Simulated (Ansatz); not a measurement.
This script drives Ansatz 0.2.0 through its Python package.

`hfru.py`
```python
from collections import Counter
import warnings

import ansatz as az
from ase import Atoms
import numpy as np
import pandas as pd


def run_phase(name, crystal):
    calc = (
        crystal.calculation()
        .functional('lda')
        .basis(380)
        .scf(tolerance=1e-08)
        .kpoints(spacing=0.26)
        .occupations('fermi_dirac', width=0.05)
    )
    calc = calc.relax(force_tolerance=0.01, max_steps=40, cell=True)
    return calc.run()


def counts(outcome):
    return Counter(site.symbol for site in outcome.lattice.sites)

def formation_energy(outcome, mu):
    n = counts(outcome)
    return (outcome.report['energy_sigma0_ev'] - sum(k * mu[element] for element, k in n.items())) / sum(n.values())

warnings.simplefilter('ignore', az.DeckWarning)

phases = {}
hfru_pm_3m = (
    az.Lattice.of((3.233, 0.0, 0.0), (0.0, 3.233, 0.0), (0.0, 0.0, 3.233))
    .atom('Hf', (0.0, 0.0, 0.0))
    .atom('Ru', (0.5, 0.5, 0.5))
)
phases['HfRu Pm-3m'] = hfru_pm_3m
hfru3_pm_3m = (
    az.Lattice.cubic(3.95577)
    .space_group(221)
    .atom('Hf', (0.0, 0.0, 0.0))
    .atom('Ru', (0.5, 0.5, 0.0))
)
phases['HfRu3 Pm-3m'] = hfru3_pm_3m
hf = (
    az.Lattice.of((3.1967, 0.0, 0.0), (-1.59835, 2.76842, 0.0), (0.0, 0.0, 5.0578))
    .atom('Hf', (1 / 3, 2 / 3, 0.25))
    .atom('Hf', (2 / 3, 1 / 3, 0.75))
)
phases['Hf'] = hf
atoms = Atoms(
    ['Ru', 'Ru'],
    scaled_positions=[
        (1 / 3, 2 / 3, 0.25),
        (2 / 3, 1 / 3, 0.75),
    ],
    cell=[
        (2.7058, 0.0, 0.0),
        (-1.3529, 2.34329, 0.0),
        (0.0, 0.0, 4.2819),
    ],
    pbc=True,
)
ru = az.Crystal.from_ase(atoms)
phases['Ru'] = ru

done = {}
for name, crystal in phases.items():
    done[name] = run_phase(name, crystal)
    print(f'{name}: {done[name].report["energy_sigma0_ev"]:.4f} eV, {len(done[name].lattice.sites)} atoms')

references = {'Hf': 'Hf', 'Ru': 'Ru'}
mu = {element: done[name].report['energy_sigma0_ev'] / len(done[name].lattice.sites) for element, name in references.items()}
points = sorted((counts(o)['Ru'] / len(o.lattice.sites), formation_energy(o, mu), name) for name, o in done.items())

hull = []
for x, e, _ in points:
    while len(hull) > 1 and (hull[-1][0] - hull[-2][0]) * (e - hull[-2][1]) - (hull[-1][1] - hull[-2][1]) * (x - hull[-2][0]) <= 0:
        hull.pop()
    hull.append((x, e))
rows = [(name, x, e, e - np.interp(x, *zip(*hull))) for x, e, name in points]
print(pd.DataFrame(rows, columns=['phase', 'x(Ru)', 'E_form (eV/atom)', 'above hull (eV/atom)']).round(4).to_string(index=False))
print('on the hull of these phases:', ', '.join(row[0] for row in rows if row[3] < 1e-6))
```

It is started by `python hfru.py`. How long does it take on 1 thread of Arm Neoverse V1, on a shared host, and how much memory does it need?

It took about 59 s, with a peak of 0.48 GiB, for 4 runs of the engine.

```console
$ python hfru.py
HfRu Pm-3m: -21236.6665 eV, 2 atoms
HfRu3 Pm-3m: -32752.4344 eV, 4 atoms
Hf: -30953.7224 eV, 2 atoms
Ru: -11516.5742 eV, 2 atoms
      phase  x(Ru)  E_form (eV/atom)  above hull (eV/atom)
         Hf   0.00            0.0000                0.0000
 HfRu Pm-3m   0.50           -0.7591                0.0000
HfRu3 Pm-3m   0.75           -0.1780                0.2016
         Ru   1.00            0.0000                0.0000
on the hull of these phases: Hf, HfRu Pm-3m, Ru
```

Reading the output:
- These settings explore the input space; cutoff and mesh may be short of convergence.
- The cutoff lies under the one recommended for these potentials.
- No spin polarisation was allowed.
- For the metals among these phases the mesh is modest: differences between phases can be off by up to 40 meV an atom.
- The program warned that this SCF threshold is loose for forces or stresses.
- Spin-orbit coupling, which matters for elements this heavy, is left out.
- The cells come from databases of deposited and of computed structures, and not all need be stable phases.
- Differences under about 40 meV an atom lie within the error of mesh and functional, so such verdicts may flip; only the cells listed enter the hull.
- The script silences the warnings on its input, which a real study should read.

(Lines on the test bed's own set-up are left out of the output.)
